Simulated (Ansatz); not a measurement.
# La5N: the cost of one run

Program: Ansatz 0.2.0. Level of theory: DFT PBE, scalar-relativistic, plane waves, PAW, unless a step names another level. These are calculated values, not measurements.

2 further runs of the same task are left out: 2 that didn't finish.

### 1 The system as given

The structure is trigonal, space group P-3m1 (No. 164). The conventional cell has a = 3.734 Å, b = 3.734 Å, c = 31.097 Å, α = 90.00°, β = 90.00°, γ = 120.00°. La (site symmetry -3m) is surrounded by 6 N at 2.72 Å. La (site symmetry 3m) has 3 N at 2.49 Å as nearest neighbours. Around La (site symmetry 3m) lie 12 La at 3.63 to 3.76 Å. Around La (site symmetry 3m) lie 12 La at 3.69 to 3.76 Å. La (site symmetry -3m) is surrounded by 12 La at 3.69 to 3.73 Å. Around La (site symmetry 3m) lie 9 La at 3.63 to 3.73 Å. Around N (site symmetry 3m) lie 6 La at 2.49 to 2.72 Å.

As a file:

```cif
data_structure
_symmetry_space_group_name_H-M 'P-3m1'
_symmetry_Int_Tables_number 164
_cell_length_a 3.7342
_cell_length_b 3.7342
_cell_length_c 31.0971
_cell_angle_alpha 90.000
_cell_angle_beta 90.000
_cell_angle_gamma 120.000
_cell_volume 375.54
loop_
_atom_site_label
_atom_site_type_symbol
_atom_site_symmetry_multiplicity
_atom_site_Wyckoff_symbol
_atom_site_fract_x
_atom_site_fract_y
_atom_site_fract_z
_atom_site_occupancy
La1 La 1 a 0.00000 0.00000 0.00000 1
La2 La 2 d 0.66667 0.33333 0.90638 1
La3 La 2 c 0.00000 0.00000 0.69556 1
La4 La 2 d 0.66667 0.33333 0.59641 1
La5 La 1 b 0.00000 0.00000 0.50000 1
La6 La 2 d 0.66667 0.33333 0.21045 1
N1 N 2 d 0.66667 0.33333 0.05343 1
```

It came out lowest among 16 distinct ends of the trial cells. At a tolerance of 0.05 Å it has space group P-3m1 (No. 164).

### 2 Kick test: the unmoved cell on a coarse mesh

Contents of input.yaml:

```yaml
crystal:
  lattice:
    - [3.7342338097, 0.0, 0.0]
    - [-1.8671169048, 3.2339413429, 0.0]
    - [0.0, 0.0, 31.0971189497]
  atoms:
    - { symbol: La, position: [1.0, 0.0, 0.0] }
    - { symbol: La, position: [0.6666666667, 0.3333333333, 0.9063765532] }
    - { symbol: La, position: [0.3333333333, 0.6666666667, 0.0936234468] }
    - { symbol: La, position: [0.0, 0.0, 0.6955630506] }
    - { symbol: La, position: [0.6666666667, 0.3333333333, 0.5964089667] }
    - { symbol: La, position: [0.3333333333, 0.6666666667, 0.4035910333] }
    - { symbol: La, position: [1.0, 0.0, 0.5] }
    - { symbol: La, position: [0.6666666667, 0.3333333333, 0.2104507832] }
    - { symbol: La, position: [0.0, 0.0, 0.3044369494] }
    - { symbol: La, position: [0.3333333333, 0.6666666667, 0.7895492168] }
    - { symbol: "N", position: [0.6666666667, 0.3333333333, 0.0534330756] }
    - { symbol: "N", position: [0.3333333333, 0.6666666667, 0.9465669244] }
basis:
  ecutwfc: 420
kpoints:
  mp_grid: { grid: [6, 6, 1] }
hamiltonian:
  xc: pbe
scf:
  occupations: { method: gaussian, width: 0.2 }
  lower_state_search: "off"
output:
  forces: true
  stress: true
  eigenvalues: true
```

Launch:

```sh
$ ansatz run input.yaml --threads 1 --pin off --max-ram 2560MiB --backend cpu --events-out ev --progress --plain --runs-dir out
```

**Question.** How long does this run take on 1 thread of Intel Xeon Platinum 8259CL at 2.50GHz (Skylake/Cascade Lake), shared host, and how much memory does it need?

About 17 s, with a peak of 0.72 GiB.
